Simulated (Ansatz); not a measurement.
## CH6NOSb, SMILES [NH2][SbH][CH2]O: harmonic frequencies at the relaxed geometry, step by step

Computed with the Ansatz DFT code, driven from Python.

Run as a notebook:

In [1]:
```python
import itertools

import ansatz as az
from ase import Atoms
from ase.data import atomic_numbers, covalent_radii
from ase.thermochemistry import IdealGasThermo
import numpy as np

mol = (
    az.Crystal.molecule()
    .atom("N", (-1.497, 1.0784, -0.2313))
    .atom("Sb", (0.5162, 1.2503, -0.5613))
    .atom("C", (0.7737, -0.8229, -0.0416))
    .atom("O", (0.3811, -1.6239, -1.0559))
    .atom("H", (-1.6817, 0.7458, 0.706))
    .atom("H", (-1.9105, 2.1176, -0.2451))
    .atom("H", (0.8345, 1.7789, 1.0996))
    .atom("H", (0.3062, -1.0142, 0.9157))
    .atom("H", (1.8977, -0.9922, 0.1535))
    .atom("H", (0.4629, -2.569, -0.7366))
)
```

In [2]:
```python
job = mol.calculation().basis(gaussian="def2-SVP").functional("b3lyp")
symbols = [site.symbol for site in mol.cartesian_sites]
start = np.array([site.position_ang for site in mol.cartesian_sites], dtype=float)
rep = job.relax(force_tolerance=0.003, max_steps=100).run().report
end = np.array(rep["positions_ang"])
```

In [3]:
```python
# pairs closer than 1.2 times the sum of covalent radii, before or after
radius = [covalent_radii[atomic_numbers[s]] for s in symbols]
span = lambda where, i, j: np.linalg.norm(where[i] - where[j])
bonded = [(i, j) for i, j in itertools.combinations(range(len(symbols)), 2) if min(span(start, i, j), span(end, i, j)) < 1.2 * (radius[i] + radius[j])]
print("pair        before    after (A)")
for i, j in bonded:
    print(f"{symbols[i]}{i}-{symbols[j]}{j}".ljust(10), f"{span(start, i, j):8.4f} {span(end, i, j):8.4f}")
```
```text
pair        before    after (A)
N0-Sb1       2.0473   2.0818
N0-H4        1.0116   1.0207
N0-H5        1.1185   1.0206
Sb1-C2       2.1528   2.2048
Sb1-H6       1.7718   1.7413
C2-O3        1.3508   1.4114
C2-H7        1.0824   1.1065
C2-H8        1.1533   1.1085
O3-H9        1.0009   0.9666
```

In [4]:
```python
# frequencies need a stationary point, so they are taken at the relaxed geometry
minimum = az.Crystal.molecule()
for symbol, place in zip(symbols, end):
    minimum = minimum.atom(symbol, place.tolist())
vibrating = (
    minimum.calculation()
    .basis(gaussian="def2-SVP")
    .functional("b3lyp")
    .phonons(temperatures=(298.15, 498.15, 100))
)
vib = vibrating.run().report["vibrations"]
sums = vib["harmonic_sums"]
modes = [m["omega_inv_cm"] for m in sums["modes_at_gamma"] if m["rigid_motion"] == "no"]
print("frequencies (1/cm):", " ".join(f"{w:.0f}" for w in modes))
print("imaginary modes:", sum(w < 0 for w in modes), " zero-point energy:", round(sums["zero_point_energy_ev"], 4), "eV")
# rigid rotor and ideal gas, symmetry number taken as one
gas = IdealGasThermo(vib_energies=[w / 8065.544 for w in modes if w > 0], geometry="linear" if len(modes) == 3 * len(symbols) - 5 else "nonlinear",
                     atoms=Atoms(symbols, positions=end), symmetrynumber=1, spin=0.0)
print(f"H(298 K) - E = {gas.get_enthalpy(298.15, verbose=False):.4f} eV")
print(f"S(298 K, 1 bar) = {96485.33 * gas.get_entropy(298.15, 1e5, verbose=False):.1f} J/(mol K) with symmetry number 1")
```
```text
frequencies (1/cm): 54 138 174 216 242 485 501 604 645 684 754 904 1077 1154 1221 1317 1480 1545 1849 2974 3038 3496 3591 3792
imaginary modes: 0  zero-point energy: 1.9797 eV
H(298 K) - E = 2.1976 eV
S(298 K, 1 bar) = 354.7 J/(mol K) with symmetry number 1
```

What to keep in mind:
- The frequencies are harmonic and unscaled, in a modest basis.
- def2 sets replace the cores of elements past krypton by effective core potentials.
- b3lyp holds the VWN-RPA fit, as in Gaussian; the form of ORCA and Turbomole is b3lyp5.
- The entropy takes a symmetry number of 1; a symmetric molecule's is lower by R ln(sigma).
- The whole script took 5 min on 1 thread of Arm Neoverse V1, with other jobs on the host, peak memory 0.34 GiB.
